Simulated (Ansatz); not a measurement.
# HfNH₃ (singlet): wave-function methods side by side at a displaced geometry (v2), def2-SVP

One table from this session's results is given with a row withheld; the runs are named, their logs left out.

Method: def2-SVP, core rule «outside noble gas», up to 5 orbitals frozen; program: Ansatz 0.2.0, Gaussian basis.

The runs, in order: UHF; CCSD(T) on RHF; CCSD(T) on UHF; CISD; CASSCF and MRCISD+Q, 8 electrons in 8 orbitals; CASSCF and NEVPT2, 8 electrons in 8 orbitals.

15 further runs of the same task are left out: 3 that didn't finish, 12 set aside as unsound or not needed.

### The geometry

The geometry is a PBE0/def2-TZVP stationary point (not a proven minimum) with its atoms shifted at random (size 0.100 Å). No spin-orbit coupling is included. Elements past krypton take def2 core potentials.

5 atoms, charge 0, spin multiplicity 1.

Atoms are counted from 1 here; the program's logs count them from 0.

Bond lengths: Hf1–N2 2.276 Å, N2–H3 1.024 Å, N2–H4 0.889 Å, N2–H5 1.106 Å. Angles: Hf1–N2–H3 116.9°, Hf1–N2–H4 120.0°, Hf1–N2–H5 101.6°, H3–N2–H4 113.0°, H3–N2–H5 97.1°, H4–N2–H5 103.4°.

The first run:

Input file in.yaml:

```yaml
crystal:
  periodic: [false, false, false]
  atoms:
    - {symbol: Hf, position_ang: [0.012702, 0.000441, 0.203689]}
    - {symbol: N, position_ang: [-0.159835, 0.008814, -2.065709]}
    - {symbol: H, position_ang: [-0.504605, -0.848708, -2.506788]}
    - {symbol: H, position_ang: [-0.421498, 0.746219, -2.488574]}
    - {symbol: H, position_ang: [0.897937, -0.098011, -2.368877]}
basis:
  gaussian: {orbitals: def2-SVP}
magnetization: {spin_polarized: true, initial_magnetization: 0}
hamiltonian: {xc: hf}
output: {orbitals: {seedname: orbitals}}
```

Run with:

```bash
$ ansatz run in.yaml --threads 1 --pin off --events-out ev --progress --plain --max-ram 2393MiB
```

Among the steps run: UHF; CCSD(T) on RHF; CCSD(T) on UHF; CISD; CASSCF and MRCISD+Q, 8 electrons in 8 orbitals; CASSCF and NEVPT2, 8 electrons in 8 orbitals.

One table of the session follows, with a row left open; its other results are not shown here.

| method | from RCCSD(T) (meV) |
| --- | --- |
| RHF | +7832.7 |
| UHF | +6883.8 |
| RMP2 | +1148.4 |
| UMP2 | +462.3 |
| RCCSD | +285.9 |
| UCCSD | -373.7 |
| RCCSD(T) | 0 |
| UCCSD(T) | ? |

Estimate the missing values for UCCSD(T).

**Answer.** from RCCSD(T) (meV): -627.4. In the column «from RCCSD(T) (meV)» it is the lowest.

Not comparable, so not listed: CISD (they don't share determinant, frozen orbitals or solution with the rows shown, or repeat one).

Left out of the table: CASSCF frontier, NEVPT2 frontier, MRCISD frontier, MRCISD+Q frontier (the active space lost an orbital or holds another state than full CI finds).

Caveats from the session: The determinant is far from a pure spin state, so its energy mixes those of several spin states (harmless only where they are near-degenerate, as at dissociation). The program flags UCCSD(T) as in doubt, so those rows may rest on another solution; read them beside their warnings. Warnings: restricted reference is unstable; spin contamination; large T1 diagnostic. Restricted and unrestricted rows rest on different reference determinants; where their highest levels disagree by more than a few hundredths of an eV, they describe different states and don't form one ladder. Warnings in the runs' records: passed over end.
